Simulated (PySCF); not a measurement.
# C2H4BBr: the cost of one run

Programs: PySCF 2.14.0, with density-fitted response routines of our own. Each step states its level of theory. These are calculated values for one molecule in the gas phase, unless marked as measured. Atoms are numbered from 0 throughout.

### 1 Starting geometry

8 atoms, charge 0, multiplicity 1; geometry from: GFN2-xTB. The atoms were then displaced at random by about 0.01 Å, so the start is not that level's minimum.

Bonds of the start (Å): B0–C1 1.51, C1–C2 1.32, C2–Br3 1.90, B0–H4 1.17, B0–H5 1.20, C1–H6 1.08, C2–H7 1.11.

### 2 Optimising the geometry at PBE0-D3(BJ)/def2-SVP

The job: settings as JSON, then the geometry in Å.

```
{"job": {"xc": "PBE0", "basis": "def2-SVP", "d3": "d3bj", "grid": 1, "shake": 0.01, "kind": "geom"}, "charge": 0, "multiplicity": 1}
B     -1.316200     0.107070     0.027330
C      0.031310    -0.573590     0.045060
C      1.218900     0.000230    -0.058890
Br     1.574700     1.858450    -0.210120
H     -2.285500    -0.464170     0.360980
H     -1.438890     1.241240    -0.347430
H      0.082740    -1.650680     0.160130
H      2.188070    -0.537690    -0.029530
```

Launch:

```bash
$ OMP_NUM_THREADS=1 python probes_run.py task.json out
```

This one command runs all jobs of the session in turn.

**Question.** How long does this first job take on 1 thread of Arm Neoverse V2, shared host, and how much memory does it need?

About 20 s, with a peak of 0.38 GiB.
